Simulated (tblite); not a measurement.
# C7H11ClOSi: the cost of one run

Programs: tblite 0.8.0 and PySCF 2.14.0, with density-fitted response routines of our own. Each step states its level of theory. These are calculated values for one molecule in the gas phase, unless marked as measured. Atoms are numbered from 0 throughout.

### 1 The molecule as given

21 atoms, charge 0, multiplicity 1; geometry from: force field or distance geometry start.

Bonds of the start (Å): C0–Si1 1.86, Si1–C2 1.82, C2–C3 1.35, C3–Cl4 1.73, C3–C5 1.51, C5–O6 1.22, C5–C7 1.49, C7–C8 1.51, C8–C9 1.50, C9–C7 1.52, C0–H10 1.09, C0–H11 1.10, C0–H12 1.08, Si1–H13 1.48, Si1–H14 1.49, C2–H15 1.08, C7–H16 1.09, C8–H17 1.08, C8–H18 1.09, C9–H19 1.08, C9–H20 1.08.

### 2 Optimising the geometry with GFN2-xTB

Job settings and geometry (Å):

```
{"job": {"kind": "relax", "xc": "GFN2-xTB", "basis": "xTB"}, "charge": 0, "multiplicity": 1}
C      3.827700     0.322800     1.097900
Si     2.902100     0.643200    -0.487800
C      1.304300    -0.223300    -0.529500
C      0.163600     0.039300     0.138900
Cl     0.013500     1.309600     1.307000
C     -1.031900    -0.853400    -0.102300
O     -0.979900    -1.836300    -0.830800
C     -2.293000    -0.496400     0.596900
C     -3.170100     0.608100     0.061800
C     -3.631600    -0.812600    -0.059400
H      3.997800    -0.745300     1.244300
H      3.254500     0.687900     1.966100
H      4.785100     0.831600     1.106300
H      3.729600     0.165200    -1.623400
H      2.691900     2.103900    -0.658900
H      1.308200    -1.044000    -1.227600
H     -2.267900    -0.643100     1.671800
H     -2.875400     1.118700    -0.846200
H     -3.680100     1.248700     0.786700
H     -4.432900    -1.147900     0.577500
H     -3.624300    -1.259700    -1.044600
```

The run is started by

```bash
$ OMP_NUM_THREADS=1 python probes_run.py task.json out
```

One launch serves the whole session: the jobs run in the order shown.

**Question.** How long does this first job take on 1 thread of Arm Neoverse N1, shared host, and how much memory does it need?

About 2.9 s, with a peak of 0.18 GiB.
